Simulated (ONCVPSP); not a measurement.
# Pb: generating and testing an ONCV potential

Task: generate the file, and judge it by its errors in other configurations, its logarithmic derivatives, its ghosts and its cutoff.

The numbers are computed with ONCVPSP 4.0.1.1 (patched build) (PBE, scalar-relativistic, spin-unpolarised reference atom).

### Step 1. Starting point

Typed settings, in words:

| Item | Value |
| --- | --- |
| element | lead (Pb, Z = 82) |
| type | optimised norm-conserving Vanderbilt (ONCV) |
| frozen core | [Kr] 4d10 4f14 |
| valence charge | 22 |
| reference configuration | 5s2 5p6 5d10 6s2 6p1.5 (charge +0.5) |
| partial waves | 5s+6s: rc 1.35 bohr, ncon 4, nbas 7, qcut 7.1 1/bohr, 2 projectors; 5p+6p: rc 1.70 bohr, ncon 4, nbas 7, qcut 8.8 1/bohr, 2 projectors; 5d: rc 1.60 bohr, ncon 5, nbas 10, qcut 10.9 1/bohr, 2 projectors, debl 2.2 Ha |
| local potential | polynomial inside 1.35 bohr (lpopt 3, dvloc0 2 Ha) |
| core correction | Teter function, fcfact 2.75, rcfact 1.5 |

The nodes and maxima of the atom's own shells, from an earlier all-electron run, set the scale for the radii.

All-electron outer shells of the reference configuration (PBE, scalar-relativistic, ld1.x):

```json
{"shell": "4d", "level (eV)": "-405.74", "outermost node (bohr)": "0.19", "outermost maximum (bohr)": "0.39"}
{"shell": "5s", "level (eV)": "-147.81", "outermost node (bohr)": "0.45", "outermost maximum (bohr)": "0.79"}
{"shell": "4f", "level (eV)": "-136.54", "outermost node (bohr)": "–", "outermost maximum (bohr)": "0.35"}
{"shell": "5p", "level (eV)": "-89.48", "outermost node (bohr)": "0.49", "outermost maximum (bohr)": "0.88"}
{"shell": "5d", "level (eV)": "-24.81", "outermost node (bohr)": "0.52", "outermost maximum (bohr)": "1.07"}
{"shell": "6s", "level (eV)": "-15.47", "outermost node (bohr)": "1.01", "outermost maximum (bohr)": "1.95"}
{"shell": "6p", "level (eV)": "-6.53", "outermost node (bohr)": "1.18", "outermost maximum (bohr)": "2.57"}
```

### Step 2. Generation

Pb.dat

```
# ATOM AND REFERENCE CONFIGURATION
# atsym  z   nc   nv     iexc    psfile
  Pb 82.00   10    5        4      upf
#
#   n    l    f
    1    0    2.00
    2    0    2.00
    2    1    6.00
    3    0    2.00
    3    1    6.00
    3    2   10.00
    4    0    2.00
    4    1    6.00
    4    2   10.00
    4    3   14.00
    5    0    2.00
    5    1    6.00
    5    2   10.00
    6    0    2.00
    6    1    1.50
#
# PSEUDOPOTENTIAL AND OPTIMIZATION
# lmax
    2
#
#   l,   rc,      ep,       ncon, nbas, qcut
    0    1.35    0.00    4    7    7.10
    1    1.70    0.00    4    7    8.80
    2    1.60    0.00    5   10   10.90
#
# LOCAL POTENTIAL
# lloc, lpopt,  rc(5),   dvloc0
    4    3    1.35    2.00
#
# VANDERBILT-KLEINMAN-BYLANDER PROJECTORs
# l, nproj, debl
    0    2    1.10
    1    2    2.20
    2    2    2.20
#
# MODEL CORE CHARGE
# icmod, fcfact, rcfact
    3    2.75    1.50
#
# LOG DERIVATIVE ANALYSIS
# epsh1, epsh2, depsh
   -7.00    5.00    0.04
#
# OUTPUT GRID
# rlmax, drl
    6.00    0.01
#
# TEST CONFIGURATIONS
# ncnf
    4
# nvcnf
#   n    l    f
    5
    5    0    2.00
    5    1    6.00
    5    2   10.00
    6    0    2.00
    6    1    2.00
#
    5
    5    0    2.00
    5    1    6.00
    5    2   10.00
    6    0    2.00
    6    1    1.00
#
    5
    5    0    2.00
    5    1    6.00
    5    2   10.00
    6    0    2.00
    6    1    0.00
#
    5
    5    0    2.00
    5    1    6.00
    5    2   10.00
    6    0    0.00
    6    1    4.00
#
```

Run with:

```
$ oncvpsp.x < Pb.dat > Pb.out
```

Before running it: what results should come out? Wanted: cutoffs for 1 and 0.1 mHa per electron, occupied waves; bound ghosts; GHOST(+) flags; largest test error; largest phase difference near zero energy, channels read; rms error of d²Exc/dn², without and with the model core.

As calculated:

| quantity | value |
| --- | --- |
| cutoffs for 1 and 0.1 mHa per electron, occupied waves | 27 Ha and 74 Ha |
| bound ghosts | none found |
| GHOST(+) flags | none at low energy |
| largest test error (AE − PS) | -9.2 meV, for 5s2 5p6 5d10 6s0 6p4 |
| largest phase difference near zero energy, channels read | 0.000 rad |
| rms error of d²Exc/dn², without and with the model core | 4.82 and 0.61 mHa |

The worst unpolarised test, 5s2 5p6 5d10 6s0 6p4, is off by 9.2 meV on 15.3 eV; by total energies transferability rates as good. It counts as of middling hardness, with 27 Ha needed at the looser tolerance. The tighter tolerance needs 74 Ha, and converged work needs a cutoff nearer that. No bound ghost shows below the valence levels. Near zero energy the phases of the channels with partial waves agree within 0.001 rad. Note that the frozen 4f shell (-137 eV) lies higher than the valence 5s shell (-148 eV). These are tests on the free atom; a crystal test is still owed.
